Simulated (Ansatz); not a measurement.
C2H7GeN, SMILES C[CH2][Ge][NH2], an atomisation energy

With Ansatz's Python interface.

`c2h7gen.xyz`
```text
11

C    -0.56640    1.09490    0.25970
C    -0.33780   -0.15930    0.99290
Ge    1.34630   -0.90810    0.42990
N     1.40320   -1.33210   -1.37300
H    -0.67790    0.94160   -0.86170
H    -1.58140    1.58050    0.59080
H     0.21730    1.88080    0.44950
H    -1.09980   -0.87500    0.77510
H    -0.30200    0.05830    2.12810
H     0.45800   -1.89310   -1.49970
H     1.20590   -0.44550   -1.87100
```

The cells in order, each with its output:

**Cell 1**
```python
from collections import Counter

import ansatz as az
```

**Cell 2**
```python
def energy_of(molecule, charge=0, unpaired=0):
    calc = (
        molecule.calculation()
        .basis(gaussian="def2-TZVP")
        .functional("pbe0", dispersion="d3bj")
    )
    if charge:
        calc = calc.charge(charge)
    if unpaired:
        calc = calc.spin("collinear", total=unpaired)
    report = calc.run(threads=1, pin="off").report
    if report["published_state_doubts"]:
        print("  doubts:", report["published_state_doubts"])
    return report["free_energy_ev"]
```

**Cell 3**
```python
c2h7gen = az.Crystal.molecule_from_extxyz("c2h7gen.xyz")
```

**Cell 4**
```python
# Hund ground states
unpaired = {"C": 2, "Ge": 2, "N": 3, "H": 1}
counts = Counter(site.symbol for site in c2h7gen.cartesian_sites)
atom_energy = {s: energy_of(az.Crystal.molecule().atom(s, (0, 0, 0)), 0, unpaired[s]) for s in counts}
whole = energy_of(c2h7gen, 0, 0)
for s, e in atom_energy.items():
    print(f"{s:2s} x{counts[s]}  {e:14.5f} eV")
print(f"C2H7GeN: {whole:.5f} eV")
split = sum(counts[s] * e for s, e in atom_energy.items()) - whole
print(f"atomisation energy (no zero-point term): {23.060548 * split:.1f} kcal/mol, {split / sum(counts.values()):.3f} eV an atom")
```
Output:
```text
C  x2     -1028.73662 eV
Ge x1    -56508.66571 eV
N  x1     -1484.21287 eV
H  x7       -13.63389 eV
C2H7GeN: -60185.01856 eV
atomisation energy (no zero-point term): 904.7 kcal/mol, 3.566 eV an atom
```

904.7 kcal/mol from the electronic energies, without the zero-point term.

Total energies depend on the basis set; only differences at equal settings carry meaning. The geometry is a force-field or estimated start, not a minimum of this method, and the basis set is short of its limit. All parts are taken at fixed geometry, without zero-point energy. Finished in 4.4 s on 1 thread of Intel(R) Xeon(R) Processor @ 2.30GHz, on a shared host, peak memory 0.42 GiB.
